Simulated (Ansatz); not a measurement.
**C₂H₄ClNOSi: basis-set convergence**

One table from this session's results is given with a row withheld; the runs are named, their logs left out.

Computed with Ansatz 0.2.0, Gaussian basis. Level: one geometry, several basis sets.

Levels to be run: PBE0-D4/def2-SVP; ωB97M-V/def2-SVP; PBE0-D4/def2-QZVPP; ωB97M-V/def2-QZVPP; the functionals' def2-TZVPP values are taken from earlier runs.

### The relaxed structure

All runs share one geometry, relaxed beforehand with PBE0-D4 in a triple-zeta def2 set.

SMILES `C[SiH](Cl)N=C=O`, 10 atoms, charge 0, spin multiplicity 1.

Atoms are counted from 1 here; the program's logs count them from 0.

Bond lengths: C1–Si2 1.845 Å, C1–H7 1.092 Å, C1–H8 1.093 Å, C1–H9 1.092 Å, Si2–Cl3 2.055 Å, Si2–N4 1.707 Å, Si2–H10 1.478 Å, N4–C5 1.197 Å, C5–O6 1.162 Å. Angles: Si2–C1–H7 110.6°, Si2–C1–H8 110.1°, Si2–C1–H9 110.4°, H7–C1–H8 108.6°, H7–C1–H9 108.5°, H8–C1–H9 108.6°, C1–Si2–Cl3 109.8°, C1–Si2–N4 109.6°, C1–Si2–H10 113.1°, Cl3–Si2–N4 109.0°, Cl3–Si2–H10 107.2°, N4–Si2–H10 108.0°, Si2–N4–C5 155.4°, N4–C5–O6 177.4°.

Set-up of the first run:

The input, in.yaml:

```yaml
crystal:
  periodic: [false, false, false]
  atoms:
    - {symbol: C, position_ang: [0.096194, -1.622628, -0.048055]}
    - {symbol: Si, position_ang: [0.688652, 0.124976, -0.063637]}
    - {symbol: Cl, position_ang: [1.227465, 0.660716, -1.972529]}
    - {symbol: N, position_ang: [-0.561566, 1.157062, 0.470688]}
    - {symbol: C, position_ang: [-1.236305, 2.145145, 0.458631]}
    - {symbol: O, position_ang: [-1.919572, 3.084948, 0.486106]}
    - {symbol: H, position_ang: [-0.761847, -1.742415, -0.712711]}
    - {symbol: H, position_ang: [-0.204390, -1.908458, 0.963091]}
    - {symbol: H, position_ang: [0.888581, -2.296922, -0.379738]}
    - {symbol: H, position_ang: [1.865987, 0.346476, 0.801354]}
basis:
  gaussian: {orbitals: def2-SVP}
hamiltonian: {xc: pbe0, dispersion: d4}
output: {orbitals: {seedname: orbitals}}
```

Steps of the session up to this table: PBE0-D4 in def2-SVP; ωB97M-V in def2-SVP; PBE0-D4 in def2-QZVPP; ωB97M-V in def2-QZVPP.

One table of the session follows, with a row left open; its other results are not shown here.

It belongs to the step «Density functionals: the series». 

| functional | basis | HOMO (eV) | LUMO (eV) |
| --- | --- | --- | --- |
| PBE0-D4 | def2-SVP | -8.56 | 0.30 |
| PBE0-D4 | def2-TZVPP | -8.67 | 0.08 |
| PBE0-D4 | def2-QZVPP | -8.70 | -0.04 |
| ωB97M-V | def2-SVP | -10.73 | 2.45 |
| ωB97M-V | def2-TZVPP | ? | ? |
| ωB97M-V | def2-QZVPP | -10.91 | 1.59 |

**Question.** Estimate the row for ωB97M-V, def2-TZVPP.

The run gave: HOMO (eV): -10.88; LUMO (eV): 2.09. In the column «HOMO (eV)» it lies between ωB97M-V, def2-QZVPP (-10.91) and ωB97M-V, def2-SVP (-10.73).
